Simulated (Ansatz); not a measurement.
# AlCl3H3P: small, medium and large basis sets

One table from this session's results is given with a row withheld; the runs are named, their logs left out.

Method: one geometry, several basis sets; program: Ansatz 0.2.0, Gaussian basis.

The runs, in order: PBE0-D4/def2-SVP; ωB97M-V/def2-SVP; PBE0-D4/def2-QZVPP; ωB97M-V/def2-QZVPP; the functionals' def2-TZVPP values are taken from earlier runs.

## Structure used throughout

An earlier PBE0-D4 in a triple-zeta def2 set relaxation fixed the geometry.

SMILES `[PH3+][Al-]([Cl])([Cl])[Cl]`, 8 atoms, charge 0, spin multiplicity 1.

Atoms are counted from 1 here; the program's logs count them from 0.

Bond lengths: P1–Al2 2.476 Å, P1–H6 1.407 Å, P1–H7 1.407 Å, P1–H8 1.407 Å, Al2–Cl3 2.106 Å, Al2–Cl4 2.106 Å, Al2–Cl5 2.106 Å. Angles: Al2–P1–H6 117.4°, Al2–P1–H7 117.4°, Al2–P1–H8 117.4°, H6–P1–H7 100.5°, H6–P1–H8 100.5°, H7–P1–H8 100.5°, P1–Al2–Cl3 99.8°, P1–Al2–Cl4 99.8°, P1–Al2–Cl5 99.8°, Cl3–Al2–Cl4 117.2°, Cl3–Al2–Cl5 117.2°, Cl4–Al2–Cl5 117.2°.

Geometry (Å):

```xyz
8
AlCl3H3P
P    -0.9990   -0.1332    0.4808
Al    1.2171    0.1432   -0.5889
Cl    2.3734   -1.0982    0.6584
Cl    0.7746   -0.5757   -2.5181
Cl    1.4626    2.2231   -0.3704
H    -1.1204    0.2522    1.8284
H    -1.5338   -1.4332    0.5373
H    -2.0824    0.5648   -0.0835
```

Set-up of the first run:

File in.yaml:

```yaml
crystal:
  periodic: [false, false, false]
  atoms:
    - {symbol: P, position_ang: [-0.998980, -0.133173, 0.480827]}
    - {symbol: Al, position_ang: [1.217071, 0.143159, -0.588941]}
    - {symbol: Cl, position_ang: [2.373445, -1.098191, 0.658402]}
    - {symbol: Cl, position_ang: [0.774598, -0.575702, -2.518071]}
    - {symbol: Cl, position_ang: [1.462628, 2.223059, -0.370387]}
    - {symbol: H, position_ang: [-1.120432, 0.252199, 1.828431]}
    - {symbol: H, position_ang: [-1.533767, -1.433223, 0.537332]}
    - {symbol: H, position_ang: [-2.082365, 0.564772, -0.083494]}
basis:
  gaussian: {orbitals: def2-SVP}
hamiltonian: {xc: pbe0, dispersion: d4}
output: {orbitals: {seedname: orbitals}}
```

On the command line:

```
ansatz run in.yaml --threads 4 --pin off --events-out ev --progress --plain --max-ram 10444MiB
```

Steps of the session up to this table: PBE0-D4 in def2-SVP; ωB97M-V in def2-SVP; PBE0-D4 in def2-QZVPP; ωB97M-V in def2-QZVPP.

One table of the session follows, with a row left open; its other results are not shown here.

It belongs to the step «Functionals by basis». 

```
functional       basis  HOMO (eV)
   PBE0-D4    def2-SVP      -8.42
   PBE0-D4  def2-TZVPP          ?
   PBE0-D4  def2-QZVPP      -8.68
   ωB97M-V    def2-SVP     -10.61
   ωB97M-V  def2-TZVPP     -10.89
   ωB97M-V  def2-QZVPP     -10.95
```

Estimate the missing values for PBE0-D4, def2-TZVPP.

As computed: HOMO (eV): -8.63. In the column «HOMO (eV)» it lies between PBE0-D4, def2-QZVPP (-8.68) and PBE0-D4, def2-SVP (-8.42).
